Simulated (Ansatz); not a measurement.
**BrF: ionisation energy by level of theory**

How much energy removes an electron from BrF at fixed geometry? The cation is run at each level and the neutral's energy taken from earlier runs.

Method: unrestricted cation, the program's frozen cores in correlated methods; program: Ansatz 0.2.0, Gaussian basis.

Levels to be run: UKS PBE-D4/def2-TZVPP; UKS r2SCAN-D4/def2-TZVPP; UKS PBE0-D4/def2-TZVPP; UKS B3LYP-D4/def2-TZVPP; UKS wB97X-V/def2-TZVPP; UKS wB97M-V/def2-TZVPP; UKS B2PLYP/def2-TZVPP; UHF-CCSD(T)/def2-TZVPP; UHF-CCSD(T)/def2-QZVPP; extrapolation to the limit; then −ε(HOMO) from the neutral's earlier runs with LDA (SPW92), PBE-D4, revPBE-D4, BLYP-D4, r2SCAN-D4, B97M-V, PBE0-D4, B3LYP-D4, r2SCANh-D4, r2SCAN0-D4, HSE06-D4, BHLYP-D4, CAM-B3LYP-D4, LC-ωPBE, ωB97X-V, ωB97M-V.

## (1) The geometry

An earlier PBE0-D4/def2-TZVP relaxation fixed the geometry.

SMILES `FBr`, 2 atoms, charge 0, spin multiplicity 1.

Atoms are counted from 1 here; the program's logs count them from 0.

Bond lengths: F1–Br2 1.754 Å.

## (2) Cation, UKS PBE-D4/def2-TZVPP

in.yaml reads:

```yaml
crystal:
  periodic: [false, false, false]
  atoms:
    - {symbol: F, position_ang: [0.000000, -0.000000, 0.023211]}
    - {symbol: Br, position_ang: [-0.000000, 0.000000, 1.776729]}
basis:
  gaussian: {orbitals: def2-TZVPP}
total_charge: 1
magnetization: {spin_polarized: true, initial_magnetization: 1}
hamiltonian: {xc: pbe, dispersion: d4}
```

Launch:

```console
ansatz run in.yaml --threads 2 --pin off --events-out ev --progress --plain --max-ram 32768MiB --backend cpu
```

Further steps of the session: Cation, UKS r2SCAN-D4/def2-TZVPP; Cation, UKS PBE0-D4/def2-TZVPP; Cation, UKS B3LYP-D4/def2-TZVPP; Cation, UKS wB97X-V/def2-TZVPP; Cation, UKS wB97M-V/def2-TZVPP; Cation, UKS B2PLYP (frozen core)/def2-TZVPP; Cation, UHF-CCSD(T)/def2-TZVPP; Cation, UHF-CCSD(T)/def2-QZVPP.

**Question.** What will the summary of the whole plan be? Wanted: ionisation energy, CCSD(T)/CBS; nearest functional by difference; nearest −ε(HOMO); −ε(HOMO) of PBE; T1 of the cation.

**Answer**, as computed:

| quantity | value |
| --- | --- |
| ionisation energy, CCSD(T)/CBS | 12.06 eV |
| nearest functional by difference | ωB97X-V (-0.16 eV) |
| nearest −ε(HOMO) | LC-ωPBE (-0.39 eV) |
| −ε(HOMO) of PBE | 7.35 eV |
| T1 of the cation | 0.024 |

Energy differences with functionals land within 0.48 eV of the reference. The PBE orbital energy is 4.7 eV too small: a semilocal HOMO is no ionisation energy. Among orbital estimates LC-ωPBE comes nearest. Hartree-Fock falls 0.86 eV short, as the neutral has more correlation energy than the cation. The cation may have settled in a state other than its lowest; no search over hole states beyond the program's own was made. Correlated methods include outer-core shells of Br, which these sets cover unevenly. With outer-core shells in play the reference is unsure by up to some tenths of an eV, so close misses can't be ranked.
